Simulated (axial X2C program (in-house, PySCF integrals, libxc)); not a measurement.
# I₂: from the state search to constants

Aim: find the lowest determinant of I₂, scan the bond at several levels and fit the constants, once spin-free and once with spin–orbit coupling.

Program: an in-house X2C program for linear molecules on PySCF integrals. Level of theory: all-electron X2C, I dyall-cv3z. These are calculated values, not measurements.

**1. Input**

Contents of task.json:

```json
{"zs": [53, 53], "q": 0, "bas": ["dyall-cv3z", "dyall-cv3z"], "levels": ["PBE0", "HF", "PBEsol"], "cc": true, "r0": 2.66, "thr": -2.0, "nmax": 90, "npts": 10, "nst": 2, "ntry": 6}
```

Keys: zs atomic numbers; q charge; bas basis sets; levels methods (HF also brings MP2); cc coupled cluster on or off; r0 starting distance in Å; thr threshold in hartree for freezing inner shells (an s shell follows its p shell); nmax most natural virtual spinors; npts points asked for on the curve; nst determinants followed; ntry starts of the search.

On the command line:

```
$ python so2c.py task.json out
```

Spin-free means the one-electron spin-free X2C Hamiltonian; two-component (2c) means X2C with spin–orbit coupling and atomic mean-field two-electron Coulomb and Gaunt terms. Basis: I dyall-cv3z contracted to [11s12p8d4f1g]; Gaussian nuclei, density fitting. Masses: I 126.904 u.

Notation: σ, π±, δ± give the projection m of an orbital's angular momentum (0, ±1, ±2), α and β its spin, Λ and M_S the sums; ω is the projection of a spinor's total angular momentum and Ω the sum. Logs are in hartree.

The results follow Hamiltonian by Hamiltonian and level by level.

**2. Search for the lowest determinant**

Determinants are compared with PBE0 at 2.660 Å.

Spin-free determinants:

| ΔE (eV) | state | open shells |
| --- | --- | --- |
| 0.00 | M_S = 0, Λ = 0 | closed shell |
| 1.81 | M_S = 1, Λ = 1 | beyond closed shells: σα, π+α, π+β, π-α |
| 2.01 | M_S = 0, Λ = 1 | beyond closed shells: σβ, π+α, π+β, π-α |
| 4.33 | M_S = 1, Λ = 0 | beyond closed shells: π+α, π-α |
| 4.48 | M_S = 1, Λ = 0 | beyond closed shells: 2 × σα |
| 4.88 | M_S = 0, Λ = 0 | beyond closed shells: π+β, π-α |
| 5.64 | M_S = 1, Λ = 2 | beyond closed shells: 2 × π+α, 2 × π+β, 2 × π-α |

Two-component determinants:

```
ΔE (eV)  state                              open shells
   0.00  Ω = 0                             closed shell
   1.51  Ω = 2   excess of +ω over −ω: ω = 1/2, ω = 3/2
   1.70  Ω = 1  excess of +ω over −ω: ω = -1/2, ω = 3/2
   2.29  Ω = 1        excess of +ω over −ω: 2 × ω = 1/2
   4.26  Ω = 0                             closed shell
   5.09  Ω = 3        excess of +ω over −ω: 2 × ω = 3/2
```

**3. PBE0, spin-free**

State followed: M_S = 0, Λ = 0 (closed shell). The scan is laid around 2.686 Å, a first estimate of the minimum, and this SCF restarts from the orbitals of the search.

The SCF at the reference distance of 2.686 Å:

```text
spin-free X2C-1e  PBE0
basis functions 248  fitting functions 1258  grid points 5804
iter        total energy     max residual
   1     -14230.642096250     2.18e+00
   2     -14230.719843522     4.80e-03
   3     -14230.719844227     1.41e-03
   4     -14230.719863049     4.34e-04
   5     -14230.719863171     5.23e-05
   6     -14230.719863178     1.58e-05
converged
one-electron -20612.94125445  Coulomb 6194.66244191  exact exchange -90.15898151  xc functional -275.69189246  nuclear repulsion 553.40982333
```

Along the bond, energies from the lowest point:

```tsv
R (Å)	E (eV)	HOMO (eV)	LUMO (eV)	iterations
2.337	0.9575	-6.91	-1.94	14
2.444	0.3574	-7.08	-2.54	10
2.525	0.1194	-7.19	-2.95	10
2.605	0.0115	-7.30	-3.34	10
2.686	0.0000	-7.39	-3.71	6
2.780	0.0735	-7.49	-4.10	9
2.874	0.2114	-7.59	-4.45	9
2.995	0.4467	-7.69	-4.85	9
3.143	0.7789	-7.80	-5.27	9
3.357	1.2775	-7.92	-5.76	9
```

Outer orbitals at the reference distance:

| symmetry | occupied | ε (eV) | atomic character |
| --- | --- | --- | --- |
| σα | yes | -20.89 | 91% I s, 6% I p |
| σα | yes | -18.49 | 90% I s, 7% I p |
| σα | yes | -10.61 | 91% I p, 6% I s |
| π+α | yes | -9.11 | 98% I p |
| π-α | yes | -9.11 | 98% I p |
| π-α | yes | -7.39 | 98% I p |
| π+α | yes | -7.39 | 98% I p |
| σα | no | -3.71 | 80% I p, 14% I d, 5% I s |
| σα | no | 2.54 | 71% I s, 21% I d, 6% I p |
| σα | no | 3.33 | 59% I p, 22% I s, 19% I d |
| σα | no | 3.39 | 86% I p, 12% I s |

PBE0 fields in the half plane through the axis: z from -2.4 to 4.8 Å across, distance from the axis 0.15 to 2.25 Å upwards; I lies at z = 0 and I at z = 2.686 Å; the ELF is damped to zero where the density is low.

log10 density (e/bohr³). Ten even steps from '0' (-4.47 ) to '9' (1.84 ):
```
0011122222222222222221110
0012223333322223333322210
0122333444333333444333211
1123344444443344444443321
1223445555544445555544322
1233455665554455565554332
1233456777655556777654332
1234456898655556898654432
```

ELF. Ten even steps from '0' (0.00 ) to '9' (0.88 ):
```
0000134553100001355431000
0001357776410014677753100
0013578998620036899875200
0014689999842258999986310
0014799888763368888997410
0014775323465564323687410
0014652686246642786256410
0014534787437725687435310
```

Re = 2.656 Å, ωe = 227.5 cm⁻¹, ωexe = 0.445 cm⁻¹, Be = 0.03765 cm⁻¹, De = 2.04 eV.

**4. HF, spin-free**

Output at 2.686 Å:

```text
spin-free X2C-1e  HF
basis functions 248  fitting functions 1258  grid points 5804
iter        total energy     max residual
   1     -14225.504915237     3.51e-01
   2     -14225.537682354     7.01e-03
   3     -14225.538347447     8.01e-03
   4     -14225.538461669     1.35e-03
   5     -14225.538468568     3.04e-04
   6     -14225.538469426     1.26e-04
   7     -14225.538469481     2.00e-05
   8     -14225.538469483     2.24e-06
converged
one-electron -20610.40328252  Coulomb 6192.18481261  exact exchange -360.72982290  xc functional 0.00000000  nuclear repulsion 553.40982333
```

Re = 2.662 Å, ωe = 236.2 cm⁻¹, ωexe = 0.386 cm⁻¹, Be = 0.03749 cm⁻¹, De = 0.628 eV.

**5. PBEsol, spin-free**

The SCF at the reference distance of 2.686 Å:

```text
spin-free X2C-1e  PBEsol
basis functions 248  fitting functions 1258  grid points 5804
iter        total energy     max residual
   1     -14224.387095667     5.95e-01
   2     -14224.396082739     7.61e-03
   3     -14224.396178905     9.45e-03
   4     -14224.396189160     1.00e-03
   5     -14224.396196849     1.47e-03
   6     -14224.396197567     2.98e-04
   7     -14224.396197793     1.17e-04
   8     -14224.396197797     3.44e-05
   9     -14224.396197798     1.60e-06
converged
one-electron -20612.18885337  Coulomb 6193.79929104  exact exchange 0.00000000  xc functional -359.41645880  nuclear repulsion 553.40982333
```

Re = 2.661 Å, ωe = 221.8 cm⁻¹, ωexe = 0.467 cm⁻¹, Be = 0.03752 cm⁻¹, De = 2.48 eV.

**6. MP2 and beyond, spin-free**

Correlated methods: 14 electrons correlated (frozen shells, counted by type: I 4 s, 3 p, 2 d), 294 virtual spinors in MP2, 90 natural virtuals in coupled cluster.

Output of the correlated part at 2.686 Å:

```text
correlated 14  virtual 294  natural virtual 90  E(MP2) -0.282721528  MP2 remainder -0.012714450
iter   CCSD correlation   residual
   1     -0.290331961   1.12e-01
   2     -0.298338190   3.78e-02
   3     -0.298865802   9.84e-03
   4     -0.298891251   3.52e-03
   5     -0.298898508   8.93e-04
   6     -0.298896218   3.13e-04
   7     -0.298897241   9.64e-05
   8     -0.298897371   2.41e-05
   9     -0.298897200   7.25e-06
  10     -0.298897209   2.45e-06
(T) -0.012205478  T1 0.0116  D1 0.0197  max T2 0.122
```

T1 in the output is the amplitude norm over the root of the electron number; divide by √2 for the Lee–Taylor value.

MP2: Re = 2.665 Å, ωe = 228.9 cm⁻¹, Be = 0.03741 cm⁻¹, De = 1.92 eV.

CCSD: Re = 2.684 Å, ωe = 220.3 cm⁻¹, ωexe = 0.477 cm⁻¹, Be = 0.03689 cm⁻¹, De = 1.71 eV. T1 at Re = 0.008 (Lee–Taylor, the printed value over √2).

CCSD(T): Re = 2.691 Å, ωe = 215.4 cm⁻¹, ωexe = 0.524 cm⁻¹, Be = 0.0367 cm⁻¹, De = 1.82 eV. T1 at Re = 0.008 (Lee–Taylor, the printed value over √2).

**7. A higher determinant, spin-free**

State: M_S = 1, Λ = 1 (beyond closed shells: σα, π+α, π+β, π-α).

Output at the reference distance:

```text
spin-free X2C-1e  PBE0
basis functions 248  fitting functions 1258  grid points 5804
iter        total energy     max residual
   1     -14230.565039412     2.19e+00
   2     -14230.656397584     7.46e-03
   3     -14230.656398030     1.76e-03
   4     -14230.656427445     5.88e-04
   5     -14230.656427575     3.98e-05
   6     -14230.656427587     2.24e-05
   7     -14230.656427588     2.53e-06
converged
one-electron -20613.16213851  Coulomb 6194.95487912  exact exchange -90.15920268  xc functional -275.69978886  nuclear repulsion 553.40982333
```

```tsv
R (Å)	E above the lowest PBE0 point (eV)
2.337	3.966
2.444	2.931
2.525	2.390
2.605	1.999
2.686	1.726
2.780	1.522
2.874	1.412
2.995	1.365
3.143	1.406
```

No constants are quoted: too few points lie around the minimum for a second fit to confirm the first.

**8. The spin-free curves together**

Energy (eV) of the followed determinant, spin-free, from each level's lowest point:

```tsv
R (Å)	PBE0	HF	MP2	CCSD	CCSD(T)	PBEsol
2.337	0.958	1.060	1.040	n/a	n/a	0.951
2.444	0.357	0.407	0.401	0.453	0.467	0.360
2.525	0.119	0.143	0.143	0.178	0.188	0.125
2.605	0.011	0.019	0.021	0.038	0.044	0.015
2.686	0.000	0.000	0.000	0.000	0.000	0.000
2.780	0.073	0.075	0.067	0.046	0.038	0.066
2.874	0.211	0.222	0.201	0.160	0.142	0.194
2.995	0.447	0.481	0.435	0.366	0.332	0.413
3.143	0.779	0.856	0.766	n/a	n/a	0.722
3.357	1.278	1.435	1.260	n/a	n/a	1.183
```

**9. PBE0, 2c**

State followed: Ω = 0 (closed shell). The scan is laid around 2.686 Å, a first estimate of the minimum, and this SCF restarts from the orbitals of the search.

Output at 2.686 Å:

```text
two-component X2C + atomic mean field  PBE0
basis functions 248  fitting functions 1258  grid points 5804
iter        total energy     max residual
   1     -14224.691997392     1.90e+00
   2     -14224.770358647     4.22e-03
   3     -14224.770359029     1.48e-03
   4     -14224.770380118     3.68e-04
   5     -14224.770380239     3.43e-05
   6     -14224.770380248     2.11e-05
   7     -14224.770380250     6.28e-06
converged
one-electron -20595.34032331  Coulomb 6191.45206342  exact exchange -90.10346407  xc functional -275.53331314  nuclear repulsion 553.40982333  atomic mean-field constant -8.65516648
```

Along the bond, energies from the lowest point:

```tsv
R (Å)	E (eV)	HOMO (eV)	LUMO (eV)	iterations
2.337	1.0184	-6.55	-1.93	15
2.444	0.4019	-6.71	-2.51	11
2.525	0.1504	-6.83	-2.92	10
2.605	0.0276	-6.93	-3.30	10
2.686	0.0000	-7.03	-3.65	7
2.780	0.0527	-7.13	-4.03	9
2.874	0.1674	-7.22	-4.36	9
2.995	0.3691	-7.32	-4.73	9
3.143	0.6539	-7.43	-5.11	10
3.357	1.0712	-7.55	-5.53	10
```

Outer spinors at the reference distance:

```tsv
ω	occupied	ε (eV)	atomic character	λ mixture
1/2	yes	-20.88	91% I s, 6% I p	100% σ
1/2	yes	-18.47	90% I s, 7% I p	100% σ
1/2	yes	-10.69	92% I p, 6% I s	97% σ, 3% π
1/2	yes	-9.48	98% I p	99% π, 1% σ
3/2	yes	-8.79	98% I p	100% π
1/2	yes	-7.65	98% I p	97% π, 3% σ
3/2	yes	-7.03	98% I p	100% π
1/2	no	-3.65	80% I p, 14% I d, 5% I s	98% σ, 2% π
1/2	no	2.53	70% I s, 21% I d, 7% I p	100% σ
1/2	no	3.33	59% I p, 22% I s, 18% I d	100% σ
1/2	no	3.36	87% I p, 11% I s	95% σ, 5% π
```

PBE0 fields in the half plane through the axis: z from -2.4 to 4.8 Å across, distance from the axis 0.15 to 2.25 Å upwards; I lies at z = 0 and I at z = 2.686 Å; the ELF is damped to zero where the density is low.

log10 density (e/bohr³). Ten even steps from '0' (-4.46 ) to '9' (1.84 ):
```
0011122222222222222221110
0012223333322223333322210
0122333444333333444333211
1123344444443344444443321
1223445555544445555544322
1233455565554455565554332
1233456777655556777654332
1234456898655556898654432
```

ELF. Ten even steps from '0' (0.00 ) to '9' (0.87 ):
```
0000134543100001355421000
0001357776410014677753100
0013578998620036899875200
0014689999842258999986410
0014799888863368888997410
0014785333465564333687410
0014652686246642786256410
0014534787437725687435410
```

Re = 2.674 Å, ωe = 217.3 cm⁻¹, ωexe = 0.505 cm⁻¹, Be = 0.03716 cm⁻¹, De = 1.57 eV.

**10. HF, 2c**

Output at 2.686 Å:

```text
two-component X2C + atomic mean field  HF
basis functions 248  fitting functions 1258  grid points 5804
iter        total energy     max residual
   1     -14219.547459312     4.10e-01
   2     -14219.580213230     7.00e-03
   3     -14219.580896909     9.50e-03
   4     -14219.581017870     1.44e-03
   5     -14219.581027475     4.54e-04
   6     -14219.581029332     2.56e-04
   7     -14219.581029724     5.83e-05
   8     -14219.581029791     2.44e-05
   9     -14219.581029795     5.82e-06
  10     -14219.581029795     5.30e-07
converged
one-electron -20592.78289142  Coulomb 6188.95420528  exact exchange -360.50700050  xc functional 0.00000000  nuclear repulsion 553.40982333  atomic mean-field constant -8.65516648
```

Re = 2.676 Å, ωe = 228.1 cm⁻¹, ωexe = 0.42 cm⁻¹, Be = 0.03709 cm⁻¹, De = 0.073 eV.

**11. PBEsol, 2c**

Output at 2.686 Å:

```text
two-component X2C + atomic mean field  PBEsol
basis functions 248  fitting functions 1258  grid points 5804
iter        total energy     max residual
   1     -14218.445017477     5.96e-01
   2     -14218.454002048     7.59e-03
   3     -14218.454096427     9.31e-03
   4     -14218.454107027     9.77e-04
   5     -14218.454114595     1.47e-03
   6     -14218.454115341     2.91e-04
   7     -14218.454115577     1.23e-04
   8     -14218.454115583     3.63e-05
   9     -14218.454115583     1.50e-06
converged
one-electron -20594.59286142  Coulomb 6190.59407189  exact exchange 0.00000000  xc functional -359.20998290  nuclear repulsion 553.40982333  atomic mean-field constant -8.65516648
```

Re = 2.681 Å, ωe = 210.2 cm⁻¹, ωexe = 0.543 cm⁻¹, Be = 0.03696 cm⁻¹, De = 1.97 eV.

**12. Correlated methods, 2c**

Correlated methods: 14 electrons correlated (frozen shells, counted by type: I 4 s, 3 p, 2 d), 294 virtual spinors in MP2, 90 natural virtuals in coupled cluster.

Output of the correlated part at 2.686 Å:

```text
correlated 14  virtual 294  natural virtual 90  E(MP2) -0.281625990  MP2 remainder -0.012735183
iter   CCSD correlation   residual
   1     -0.289163063   1.12e-01
   2     -0.297102839   3.76e-02
   3     -0.297623441   9.89e-03
   4     -0.297649264   3.63e-03
   5     -0.297656550   9.52e-04
   6     -0.297654085   3.32e-04
   7     -0.297655140   1.07e-04
   8     -0.297655222   3.41e-05
   9     -0.297654986   1.48e-05
  10     -0.297655034   6.66e-06
  11     -0.297655055   2.58e-06
  12     -0.297655076   8.38e-07
  13     -0.297655078   3.16e-07
(T) -0.012066853  T1 0.0115  D1 0.0196  max T2 0.108
```

MP2: Re = 2.679 Å, ωe = 220.8 cm⁻¹, Be = 0.037 cm⁻¹, De = 1.41 eV.

CCSD: Re = 2.699 Å, ωe = 211.7 cm⁻¹, ωexe = 0.528 cm⁻¹, Be = 0.03646 cm⁻¹, De = 1.19 eV. T1 at Re = 0.008 (Lee–Taylor, the printed value over √2).

CCSD(T): Re = 2.707 Å, ωe = 206.3 cm⁻¹, ωexe = 0.588 cm⁻¹, Be = 0.03625 cm⁻¹, De = 1.30 eV. T1 at Re = 0.008 (Lee–Taylor, the printed value over √2).

**13. A higher determinant, 2c**

State: Ω = 2 (excess of +ω over −ω: ω = 1/2, ω = 3/2).

Output at the reference distance:

```text
two-component X2C + atomic mean field  PBE0
basis functions 248  fitting functions 1258  grid points 5804
iter        total energy     max residual
   1     -14224.626031790     1.91e+00
   2     -14224.717638268     6.48e-03
   3     -14224.717638583     1.76e-03
   4     -14224.717668579     5.05e-04
   5     -14224.717668707     3.24e-05
   6     -14224.717668719     1.96e-05
   7     -14224.717668719     2.08e-06
converged
one-electron -20595.66752694  Coulomb 6191.84178936  exact exchange -90.10434702  xc functional -275.54224096  nuclear repulsion 553.40982333  atomic mean-field constant -8.65516648
```

```tsv
R (Å)	E above the lowest PBE0 point (eV)
2.337	3.697
2.444	2.655
2.525	2.108
2.605	1.712
2.686	1.434
2.780	1.225
2.874	1.108
2.995	1.054
3.143	1.084
```

No constants are quoted: too few points lie around the minimum for a second fit to confirm the first.

**14. The 2c curves together**

Energy (eV) of the followed determinant, 2c, from each level's lowest point:

```tsv
R (Å)	PBE0	HF	MP2	CCSD	CCSD(T)	PBEsol
2.337	1.018	1.115	1.092	n/a	n/a	1.015
2.444	0.402	0.447	0.438	0.490	0.504	0.407
2.525	0.150	0.170	0.169	0.203	0.213	0.157
2.605	0.028	0.033	0.034	0.052	0.057	0.033
2.686	0.000	0.000	0.000	0.000	0.000	0.000
2.780	0.053	0.056	0.050	0.030	0.021	0.044
2.874	0.167	0.184	0.166	0.125	0.107	0.147
2.995	0.369	0.415	0.373	0.304	0.270	0.330
3.143	0.654	0.750	0.667	n/a	n/a	0.588
3.357	1.071	1.263	1.100	n/a	n/a	0.961
```

Time for the job: 2.9 min (1 thread of Arm Neoverse V1, shared host); peak memory 0.99 GiB.

**15. Constants**

Lowest determinant that the search found at its distance, spin-free: M_S = 0, Λ = 0 (closed shell).

Lowest determinant that the search found at its distance, 2c: Ω = 0 (closed shell).

```tsv
Hamiltonian	level	Re (Å)	ωe (cm⁻¹)	De (eV)
spin-free	PBE0	2.656	227.5	2.04
spin-free	HF	2.662	236.2	0.628
spin-free	MP2	2.665	228.9	1.92
spin-free	CCSD	2.684	220.3	1.71
spin-free	CCSD(T)	2.691	215.4	1.82
spin-free	PBEsol	2.661	221.8	2.48
2c	PBE0	2.674	217.3	1.57
2c	HF	2.676	228.1	0.073
2c	MP2	2.679	220.8	1.41
2c	CCSD	2.699	211.7	1.19
2c	CCSD(T)	2.707	206.3	1.30
2c	PBEsol	2.681	210.2	1.97
```

Time per point (s) on 1 thread of Arm Neoverse V1, shared host (2c runs; CCSD comes with the CCSD(T) run); the times are rough: PBE0 0.91, HF 0.72, MP2 1.2, CCSD(T) 6.2, PBEsol 0.42.

At CCSD(T), going from spin-free to two-component changes Re by +17 mÅ, ωe by -4.2 %, so spin–orbit coupling matters for this bond. De moves by -0.52 eV; both De rest on single-determinant atoms, which can miss part of an open shell's spin–orbit lowering.

De refers to I + I, each in the lowest determinant found, which need not be this curve's own limit. Each curve is one determinant whose occupation by symmetry is held fixed; it was picked as the lowest of a PBE0 search that is not exhaustive. The closed shell is kept restricted; where the fragments are open shells, the energy then runs too high at long range. De is counted from the lowest determinant-based energies of the atoms at the same level, without counterpoise correction. Coupled cluster ran in a truncated set of natural virtual spinors; the MP2 energy of the rest was added.
